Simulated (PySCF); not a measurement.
# C2H9NSi2: the cost of one run

Computed with PySCF 2.14.0, with density-fitted response routines of our own, on a single molecule in the gas phase. Atoms are numbered from 0 throughout.

## 1. Starting geometry

14 atoms, charge 0, multiplicity 1; geometry from: GFN2-xTB. The atoms were then displaced at random by about 0.01 Å, so the start is not that level's minimum.

Bonds of the start (Å): Si0–C1 1.91, C1–C2 1.47, C2–N3 1.30, N3–Si4 1.70, Si0–H5 1.50, Si0–H6 1.46, Si0–H7 1.44, C1–H8 1.07, C1–H9 1.09, C2–H10 1.09, Si4–H11 1.48, Si4–H12 1.46, Si4–H13 1.44.

## 2. Geometry optimisation at PBE0-D3(BJ)/def2-SVP

The job: settings as JSON, then the geometry in Å.

```
{"job": {"xc": "PBE0", "basis": "def2-SVP", "d3": "d3bj", "grid": 1, "shake": 0.01, "kind": "geom"}, "charge": 0, "multiplicity": 1}
Si    -2.003120    -0.350120     0.322590
C     -0.712970     0.103530    -1.005860
C      0.175550     1.143360    -0.470950
N      1.317820     0.983370     0.130620
Si     2.232970    -0.373910     0.580120
H     -2.767290     0.895460     0.661000
H     -2.927270    -1.306590    -0.272390
H     -1.343530    -0.869460     1.491610
H     -1.208150     0.475910    -1.882170
H     -0.148110    -0.795000    -1.236820
H     -0.173660     2.169750    -0.563590
H      2.203400    -0.339700     2.058470
H      1.810980    -1.702140     0.129830
H      3.536230    -0.049550     0.049780
```

Started as:

```
$ OMP_NUM_THREADS=1 python probes_run.py task.json out
```

This one command runs all jobs of the session in turn.

Q: Estimate the wall time and peak memory of this first job on 1 thread of AMD EPYC 9R45, shared host.

About 32 s, with a peak of 0.54 GiB.
